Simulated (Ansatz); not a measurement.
**C2H7FO2Si: molecular dynamics**

Aim: follow the molecule's vibrations and see whether its bonds hold. The start is relaxed first. Runs: 500 steps of 0.25 fs under a Langevin thermostat at 300 K. SMILES of the start: CO[SiH](F)OC.

All numbers below are computed with Ansatz 0.2.0 (RKS PBE/STO-3G).

## 1. Starting point

Bond lengths: Si1–H2 1.460 Å, Si1–F3 1.590 Å, Si1–O4 1.679 Å, O4–C5 1.420 Å, C5–H6 1.110 Å, C5–H7 1.110 Å, C5–H8 1.110 Å, Si1–O9 1.679 Å, O9–C10 1.420 Å, C10–H11 1.110 Å, C10–H12 1.110 Å, C10–H13 1.110 Å. Angles (14 of 20 angles, heavy atoms first): F3–Si1–O4 109.5°, F3–Si1–O9 109.5°, O4–Si1–O9 109.5°, Si1–O4–C5 125.0°, Si1–O9–C10 125.0°, H2–Si1–F3 109.5°, H2–Si1–O4 109.5°, H2–Si1–O9 109.5°, O4–C5–H6 109.5°, O4–C5–H7 109.5°, O4–C5–H8 109.5°, O9–C10–H11 109.5°, O9–C10–H12 109.5°, O9–C10–H13 109.5°.

Coordinates:

```xyz
13

Si    0.0000    0.0000    0.0000
H     0.0000    0.0000    1.4600
F     1.4994    0.0000   -0.5295
O    -0.7913    1.3709   -0.5594
C    -2.1512    1.4177   -0.9653
H    -2.7687    0.8215   -0.2614
H    -2.5023    2.4707   -0.9639
H    -2.2473    0.9975   -1.9882
O    -0.7913   -1.3709   -0.5594
C    -1.5365   -2.2685    0.2501
H    -1.2251   -2.1576    1.3097
H    -2.6187   -2.0400    0.1571
H    -1.3490   -3.3106   -0.0830
```

## 2. Relaxing the start

File input.yaml:

```yaml
crystal:
  periodic: [false, false, false]
  atoms:
    - { symbol: Si, position_ang: [0.0, 0.0, 0.0] }
    - { symbol: H, position_ang: [0.0, 0.0, 1.46] }
    - { symbol: F, position_ang: [1.4994, 0.0, -0.5295] }
    - { symbol: O, position_ang: [-0.7913, 1.3709, -0.5594] }
    - { symbol: C, position_ang: [-2.1512, 1.4177, -0.9653] }
    - { symbol: H, position_ang: [-2.7687, 0.8215, -0.2614] }
    - { symbol: H, position_ang: [-2.5023, 2.4707, -0.9639] }
    - { symbol: H, position_ang: [-2.2473, 0.9975, -1.9882] }
    - { symbol: O, position_ang: [-0.7913, -1.3709, -0.5594] }
    - { symbol: C, position_ang: [-1.5365, -2.2685, 0.2501] }
    - { symbol: H, position_ang: [-1.2251, -2.1576, 1.3097] }
    - { symbol: H, position_ang: [-2.6187, -2.04, 0.1571] }
    - { symbol: H, position_ang: [-1.349, -3.3106, -0.083] }
basis:
  gaussian: { orbitals: STO-3G }
hamiltonian:
  xc: pbe
relax:
  f_tol: 0.02
  max_steps: 40
output:
  orbitals: {}
```

Started as:

```bash
ansatz run input.yaml --threads 1 --pin off --max-ram 2048MiB --backend cpu --events-out ev --progress --plain --runs-dir out
```

The runs that follow: The run.

Before running it: what results should come out? Wanted: relaxation of the start; temperature, first and last step; temperature, second half; potential energy, second half; bonds formed or broken.

The runs gave:

```
                        quantity                         value
         relaxation of the start      21 moves, 0.593 eV lower
                          length          500 steps of 0.25 fs
temperature, first and last step                 277 and 288 K
        temperature, second half  mean 219 K, from 95 to 305 K
   potential energy, second half   +21 meV/atom from the start
          bonds formed or broken                             0
```

**Reading.** Against a set 300 K the second half averages 219 K with a spread of 48 K. In 125 fs the run doesn't reach equilibrium. No bond forms or breaks. Averages from a run of 125 fs with 13 atoms are rough. The nuclei move classically, without zero-point motion, which matters most for hydrogen. The basis is very small, so the numbers are rough.
